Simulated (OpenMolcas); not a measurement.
# CH6BNO2 (SMILES OBNCO) at 6 levels

Aim: a comparison of 6 runs (HF/3-21G, HF/def2-SVP, B3LYP/6-31G*, BLYP/def2-SVP, M06-L/def2-SVP, TPSS/def2-SVP) of CH6BNO2. 

The calculation is run with OpenMolcas 26.06.

1 further run of the same task is left out (set aside as unsound or not needed).

**1. Starting point**

CH6BNO2: 11 atoms, total charge 0, spin state singlet. SMILES: `OBNCO`. Geometry: relaxed at PBE0-D4/def2-TZVP. This is a higher conformer, about 10 kJ/mol above the lowest found by a separate search.

Bond lengths: O1–B2 1.362 Å, B2–N3 1.416 Å, N3–C4 1.423 Å, C4–O5 1.424 Å, O1–H6 0.965 Å, B2–H7 1.197 Å, N3–H8 1.004 Å, C4–H9 1.100 Å, C4–H10 1.096 Å, O5–H11 0.962 Å. Some angles: O1–B2–N3 121.8°, B2–N3–C4 124.5°, N3–C4–O5 109.1°, O1–B2–H7 118.8°, N3–B2–H7 119.3°, B2–O1–H6 111.4°, B2–N3–H8 119.6°, C4–N3–H8 115.8°, N3–C4–H9 110.6°, N3–C4–H10 109.5°.

**2. Energy and gradient at HF/3-21G (run 1)**

The input, calc.input:

```
&GATEWAY
 BasLib = $CurrDir
 Coord
 11
 angstrom
 O       -0.365300       1.867300       0.524000
 B       -0.151000       0.776300       1.310700
 N        0.041300      -0.514500       0.761600
 C       -0.074500      -0.827100      -0.621300
 O        0.833500      -0.016400      -1.360600
 H       -0.145900       1.684700      -0.397300
 H       -0.135500       0.915900       2.499600
 H        0.344000      -1.265700       1.354800
 H       -1.095800      -0.629000      -0.978300
 H        0.142100      -1.890000      -0.774600
 H        0.672700      -0.158500      -2.298200
 Basis = 3-21G
 Group = NoSym

&SEWARD

&SCF
 Thresholds = 1e-10 1e-07 1e-07 1e-05
 PrOrbitals = 1 1

&ALASKA
```

The basis set 3-21G is read from a file made from the Basis Set Exchange's data (not shown).

Command:

```console
export MOLCAS_MEM=1860
pymolcas calc.input > calc.log
```

Output:

```text
--- Start Module: gateway ---
[...]
--- Stop Module: gateway /rc=_RC_ALL_IS_WELL_ ---
[...]
      Basis functions           57
[...]
--- Start Module: scf ---
[...]
       Convergence after  13 Iterations
[...]
::    Total SCF energy                               -268.8024024404
[...]
      Total spin, S                                     0.0000000000
[...]
      Total electronic charge=   40.000000
      Total            charge=   -0.000000
[...]
      Dipole Moment (debye):
      Origin of the operator (angstrom)=    0.0705    0.2621    0.0488
                   X= -4.5090E-01               Y= -3.7434E+00               Z= -2.8550E+00           Total=  4.7294E+00
      Quadrupole Moment (debye*angstrom):
[...]
 *              Molecular gradients               *
 **************************************************
  Irreducible representation: a
 ------------------------------------------------------------------------------------------
                              X                       Y                       Z
 ------------------------------------------------------------------------------------------
  O1                1.08055321201039E-03   -6.03730802255598E-03    1.20401257644156E-02
  B2               -1.34928191093067E-03    4.36247233638704E-03   -2.65165740993449E-02
  N3               -2.82132876477525E-03    1.47708717914590E-02   -1.25512894208919E-02
  C4                1.60417501326315E-02    1.77404873050730E-02    3.38728071163774E-03
  O5               -3.94100451196522E-03   -9.60824396413873E-03    5.97430386784037E-03
  H6               -1.10574356965853E-03   -8.13336199966230E-03    6.80263473313403E-03
  H7                5.09562221741068E-05   -3.44027637126376E-04    5.33870052608210E-03
  H8                1.57686245061073E-03   -4.53187073986649E-03    1.92641763603074E-03
[...]
```

Wall time 3.9 s (1 thread of AMD EPYC 7R43 (Zen 3), shared host); peak memory 0.39 GiB.

**3. Energy and forces at HF/def2-SVP (run 2)**

The input, test.input:

```
&GATEWAY
BasLib
$CurrDir
BasisSet
O.def2-SVP....
O1 -0.365300 1.867300 0.524000 angstrom
O5 0.833500 -0.016400 -1.360600 angstrom
End of Basis
BasisSet
B.def2-SVP....
B2 -0.151000 0.776300 1.310700 angstrom
End of Basis
BasisSet
N.def2-SVP....
N3 0.041300 -0.514500 0.761600 angstrom
End of Basis
BasisSet
C.def2-SVP....
C4 -0.074500 -0.827100 -0.621300 angstrom
End of Basis
BasisSet
H.def2-SVP....
H6 -0.145900 1.684700 -0.397300 angstrom
H7 -0.135500 0.915900 2.499600 angstrom
H8 0.344000 -1.265700 1.354800 angstrom
H9 -1.095800 -0.629000 -0.978300 angstrom
H10 0.142100 -1.890000 -0.774600 angstrom
H11 0.672700 -0.158500 -2.298200 angstrom
End of Basis
&SEWARD
&SCF
Thresholds
1e-10 1e-07 1e-07 1e-05
PrOrbitals
1
&ALASKA
```

The basis set def2-SVP is read from a file made from the Basis Set Exchange's data (not shown).

Command:

```console
export MOLCAS_MEM=1860
pymolcas test.input > test.log
```

Output:

```text
--- Start Module: gateway ---
[...]
--- Stop Module: gateway /rc=_RC_ALL_IS_WELL_ ---
[...]
      Basis functions          100
[...]
--- Start Module: scf ---
[...]
       Convergence after  13 Iterations
[...]
::    Total SCF energy                               -270.0979726336
[...]
      Total spin, S                                     0.0000000000
[...]
      Total electronic charge=   40.000000
      Total            charge=   -0.000000
[...]
      Dipole Moment (debye):
      Origin of the operator (angstrom)=    0.0705    0.2621    0.0488
                   X= -3.9182E-01               Y= -3.3299E+00               Z= -2.4824E+00           Total=  4.1718E+00
      Quadrupole Moment (debye*angstrom):
[...]
 *              Molecular gradients               *
 **************************************************
  Irreducible representation: a
 ------------------------------------------------------------------------------------------
                              X                       Y                       Z
 ------------------------------------------------------------------------------------------
  O1               -5.26758839115971E-03    1.15003267653560E-02    1.49563307506644E-02
  O5                1.56272684258578E-02    1.36682801396546E-02    1.27332401317384E-02
  B2                1.12607728367025E-03   -8.36126536943305E-03    3.28840253066787E-03
  N3               -1.12679813203903E-03    8.08845082628462E-03   -2.46515890650567E-03
  C4               -8.33675504958986E-03   -7.81614943336351E-03    4.79338012719355E-03
  H6                4.01388602229791E-03   -5.87644114303637E-03   -1.84927299270958E-02
  H7               -2.55619705435285E-04   -1.66349006082922E-04   -2.02835445456895E-03
  H8                2.15022534208686E-03   -5.34694763699228E-03    3.47047854492510E-03
[...]
```

Run time: 17 s. Hardware: 1 thread of AMD EPYC 7R43 (Zen 3), shared host; peak memory 0.56 GiB.

Runs 3 to 4 aren't shown in full; the table further down has their settings and results.

**4. Energy and gradient at M06-L/def2-SVP (run 5)**

The input, calc.input:

```
&GATEWAY
  BASLIB
  $CurrDir
  COORD
  11
  angstrom
  O       -0.365300       1.867300       0.524000
  B       -0.151000       0.776300       1.310700
  N        0.041300      -0.514500       0.761600
  C       -0.074500      -0.827100      -0.621300
  O        0.833500      -0.016400      -1.360600
  H       -0.145900       1.684700      -0.397300
  H       -0.135500       0.915900       2.499600
  H        0.344000      -1.265700       1.354800
  H       -1.095800      -0.629000      -0.978300
  H        0.142100      -1.890000      -0.774600
  H        0.672700      -0.158500      -2.298200
  BASIS
  def2-SVP
  GROUP
  NoSym

&SEWARD
  GRIDINPUT
  Grid=UltraFine
  End of Grid

&SCF
  KSDFT
  M06L
  THRESHOLDS
  1e-10 1e-07 1e-07 1e-05
  PRORBITALS
  1 2

&ALASKA
```

The basis set def2-SVP is read from a file made from the Basis Set Exchange's data (not shown).

Command:

```console
export MOLCAS_MEM=1860
pymolcas calc.input > calc.log
```

Output:

```text
--- Start Module: gateway ---
[...]
--- Stop Module: gateway /rc=_RC_ALL_IS_WELL_ ---
[...]
      Basis functions          100
[...]
--- Start Module: scf ---
[...]
       Convergence after  15 Iterations
[...]
::    Total KS-DFT energy                            -271.6057985849
[...]
      Total spin, S                                     0.0000000000
[...]
      Total electronic charge=   40.000000
      Total            charge=   -0.000000
[...]
      Dipole Moment (debye):
      Origin of the operator (angstrom)=    0.0705    0.2621    0.0488
                   X= -2.2858E-01               Y= -3.0111E+00               Z= -2.5890E+00           Total=  3.9777E+00
      Quadrupole Moment (debye*angstrom):
[...]
 *              Molecular gradients               *
 **************************************************
  Irreducible representation: a
 ------------------------------------------------------------------------------------------
                              X                       Y                       Z
 ------------------------------------------------------------------------------------------
  O1                3.25185827328767E-04    2.25918632381195E-04   -3.37610961523871E-03
  B2                4.36619374769767E-04   -5.04464566393292E-03    2.56249039127354E-03
  N3                1.21450666292494E-03   -4.81069936587808E-04    3.98819702822539E-03
  C4               -7.92355197604344E-03   -7.08400922478525E-03   -1.42006101711623E-03
  O5                5.83620600764334E-04   -1.17365586451612E-03   -4.56421861152467E-03
  H6               -7.75892314257787E-04    1.76625687563378E-03    2.14587239437858E-03
  H7                5.59273232104973E-05   -3.29598586090385E-04   -2.07201074025498E-03
  H8               -1.64656573945066E-03    4.60269433062077E-03   -3.15757979304632E-03
[...]
```

It took 66 s on 1 thread of AMD EPYC 7R43 (Zen 3), shared host; peak memory 0.56 GiB.

**5. Energy and gradient at TPSS/def2-SVP (run 6)**

The input, run.input:

```
* CH6BNO2 Kohn-Sham DFT
&GATEWAY
BasLib
$CurrDir
Coord
11
bohr
O     -0.69031695     3.52868559     0.99021649
B     -0.28534864     1.46699439     2.47686403
N      0.07804569    -0.97226409     1.43921542
C     -0.14078460    -1.56299248    -1.17408684
O      1.57508672    -0.03099151    -2.57116137
H     -0.27571104     3.18362160    -0.75078819
H     -0.25605789     1.73080016     4.72355942
H      0.65006579    -2.39182636     2.56020095
H     -2.07076189    -1.18863773    -1.84871907
H      0.26853008    -3.57158238    -1.46378186
H      1.27121876    -0.29952159    -4.34296858
Basis
def2-SVP
Group
NoSym
&SEWARD
GridInput
Grid=UltraFine
End of Grid
&SCF
KSDFT
2
1.0 MGGA_X_TPSS
1.0 MGGA_C_TPSS
Thresholds
1e-10 1e-07 1e-07 1e-05
PrOrbitals
1
&ALASKA
```

The basis set def2-SVP is read from a file made from the Basis Set Exchange's data (not shown).

Command:

```console
export MOLCAS_MEM=1860
pymolcas run.input > run.log
```

Output:

```text
--- Start Module: gateway ---
[...]
--- Stop Module: gateway /rc=_RC_ALL_IS_WELL_ ---
[...]
      Basis functions          100
[...]
--- Start Module: scf ---
[...]
       Convergence after  16 Iterations
[...]
::    Total KS-DFT energy                            -271.6755650074
[...]
      Total spin, S                                     0.0000000000
[...]
      Total electronic charge=   40.000000
      Total            charge=   -0.000000
[...]
      Dipole Moment (debye):
      Origin of the operator (angstrom)=    0.0705    0.2621    0.0488
                   X= -2.0252E-01               Y= -2.9928E+00               Z= -2.5871E+00           Total=  3.9612E+00
      Quadrupole Moment (debye*angstrom):
[...]
 *              Molecular gradients               *
 **************************************************
  Irreducible representation: a
 ------------------------------------------------------------------------------------------
                              X                       Y                       Z
 ------------------------------------------------------------------------------------------
  O1                4.02494276948229E-03   -9.65923601136076E-03   -7.64859475196444E-03
  B2                1.08001137214819E-04   -2.66400142559409E-03   -3.40114663767643E-03
  N3                1.38222207210270E-03   -5.12459242217211E-04    1.34883114377260E-03
  C4               -5.29782797076717E-04    3.74671352141753E-04    1.70354562144004E-03
  O5               -8.15748353474888E-03   -9.03820086071594E-03   -8.76468282052478E-03
  H6               -3.49939491815310E-03    3.73766480140753E-03    1.23248838855945E-02
  H7                1.22766343563521E-04   -1.00310914519353E-03   -5.20591414307869E-03
  H8               -3.57823525785950E-03    8.69840681567258E-03   -6.83320465083082E-03
[...]
```

Run time: 71 s. Hardware: 1 thread of AMD EPYC 7R43 (Zen 3), shared host; peak memory 0.56 GiB.

**6. The series**

```
run                               level  integration grid  energy (Eh)  dipole moment (D)  HOMO energy (eV)  LUMO energy (eV)  wall time
  1                            HF/3-21G                 –  -268.802402               4.73            -10.84              5.62      3.9 s
  2                         HF/def2-SVP                 –  -270.097973               4.17            -11.04              4.22       17 s
  3  B3LYP/6-31G* (spherical functions)         UltraFine  -271.828394               3.97             -6.97              1.22       44 s
  4                       BLYP/def2-SVP         UltraFine  -271.550953               3.91             -5.76              0.09       55 s
  5                      M06-L/def2-SVP         UltraFine  -271.605799               3.98             -6.27              0.68       66 s
  6                       TPSS/def2-SVP         UltraFine  -271.675565               3.96             -6.00              0.32       71 s
```

**7. Results**

```
                       quantity          value
            run 6: total energy  -271.67557 Eh
           run 6: dipole moment         3.96 D
             run 6: HOMO energy       -6.00 eV
             run 6: LUMO energy        0.32 eV
           run 6: HOMO–LUMO gap        6.32 eV
run 6: largest force on an atom     0.771 eV/Å
```

**Reading.** The dipole moment (its size) runs from 3.91 D (BLYP/def2-SVP) to 4.73 D (HF/3-21G). The two ends differ in method and basis. The HOMO–LUMO gap runs from 5.85 eV (BLYP/def2-SVP) to 16.46 eV (HF/3-21G). Totals of different functionals can't be ranked against each other. All runs together took 4.3 min, the longest 71 s.
